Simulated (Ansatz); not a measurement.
# TiI3F: one species, many methods

One table from this session's results is given with a row withheld; the runs are named, their logs left out.

Computed with Ansatz 0.2.0, Gaussian basis. Level: functionals in def2-TZVPP, the program's frozen cores in correlated methods.

Levels to be run: LDA (SPW92), PBE-D4, revPBE-D4, BLYP-D4, r2SCAN-D4, B97M-V, PBE0-D4, B3LYP-D4, r2SCANh-D4, r2SCAN0-D4, HSE06-D4, BHLYP-D4, CAM-B3LYP-D4, LC-ωPBE, ωB97X-V, ωB97M-V, B2PLYP, PBE-QIDH; CCSD(T)/def2-SVP; MP2/def2-TZVPP; MP2/def2-QZVPP; RPA on PBE.

### Structure used throughout

The geometry comes from an earlier relaxation with PBE0-D4 in a triple-zeta def2 set; it is a stationary point. I takes the def2 core potential; no spin-orbit term is included.

SMILES `[F][Ti]([I])([I])[I]`, 5 atoms, charge 0, spin multiplicity 1.

Atoms are counted from 1 here; the program's logs count them from 0.

Bond lengths: F1–Ti2 1.731 Å, Ti2–I3 2.533 Å, Ti2–I4 2.533 Å, Ti2–I5 2.533 Å. Angles: F1–Ti2–I3 109.7°, F1–Ti2–I4 109.7°, F1–Ti2–I5 109.7°, I3–Ti2–I4 109.3°, I3–Ti2–I5 109.3°, I4–Ti2–I5 109.3°.

Set-up of the first run:

The input, in.yaml:

```yaml
crystal:
  periodic: [false, false, false]
  atoms:
    - {symbol: F, position_ang: [-0.530354, -0.066078, 1.808700]}
    - {symbol: Ti, position_ang: [-0.037085, -0.019185, 0.149917]}
    - {symbol: I, position_ang: [2.016957, -1.466618, -0.169580]}
    - {symbol: I, position_ang: [-1.908362, -0.886519, -1.320541]}
    - {symbol: I, position_ang: [0.508744, 2.364701, -0.509896]}
basis:
  gaussian: {orbitals: def2-TZVPP}
hamiltonian: {xc: lda}
output: {orbitals: {seedname: orbitals}}
```

Command:

```
$ ansatz run in.yaml --threads 4 --pin off --events-out ev --progress --plain --max-ram 11315MiB
```

Steps of the session up to this table: LDA; PBE-D4 (GGA); revPBE-D4 (GGA); BLYP-D4 (GGA); r2SCAN-D4 (meta-GGA); B97M-V (meta-GGA); PBE0-D4 (hybrid); B3LYP-D4 (hybrid); r2SCANh-D4 (hybrid); r2SCAN0-D4 (hybrid); HSE06-D4 (hybrid); BHLYP-D4 (hybrid); CAM-B3LYP-D4 (range-separated); LC-ωPBE (range-separated); ωB97X-V (range-separated); ωB97M-V (range-separated); B2PLYP (double hybrid); PBE-QIDH (double hybrid).

One table of the session follows, with a row left open; its other results are not shown here.

It belongs to the step «Frontier levels by functional». 

| functional | HOMO (eV) | LUMO (eV) | gap (eV) |
| --- | --- | --- | --- |
| LDA (SPW92) | -6.95 | -4.59 | 2.36 |
| PBE-D4 | -6.76 | -4.36 | 2.40 |
| revPBE-D4 | -6.71 | -4.29 | 2.42 |
| BLYP-D4 | -6.57 | -4.21 | 2.36 |
| r2SCAN-D4 | -7.07 | -4.40 | 2.67 |
| B97M-V | -7.00 | -4.31 | 2.69 |
| PBE0-D4 | -7.82 | -3.68 | 4.13 |
| B3LYP-D4 | -7.57 | -3.85 | 3.73 |
| r2SCANh-D4 | -7.45 | -4.12 | 3.33 |
| r2SCAN0-D4 | -8.03 | -3.69 | 4.33 |
| HSE06-D4 | ? | ? | ? |
| BHLYP-D4 | -8.70 | -2.80 | 5.89 |
| CAM-B3LYP-D4 | -8.95 | -2.74 | 6.21 |
| LC-ωPBE | -10.21 | -1.86 | 8.35 |
| ωB97X-V | -9.89 | -1.82 | 8.08 |
| ωB97M-V | -9.77 | -1.81 | 7.96 |

Q: Estimate the row for HSE06-D4 from the others.

The run gave: HOMO (eV): -7.44; LUMO (eV): -4.05; gap (eV): 3.39. In the column «HOMO (eV)» it lies between r2SCANh-D4 (-7.45) and r2SCAN-D4 (-7.07).
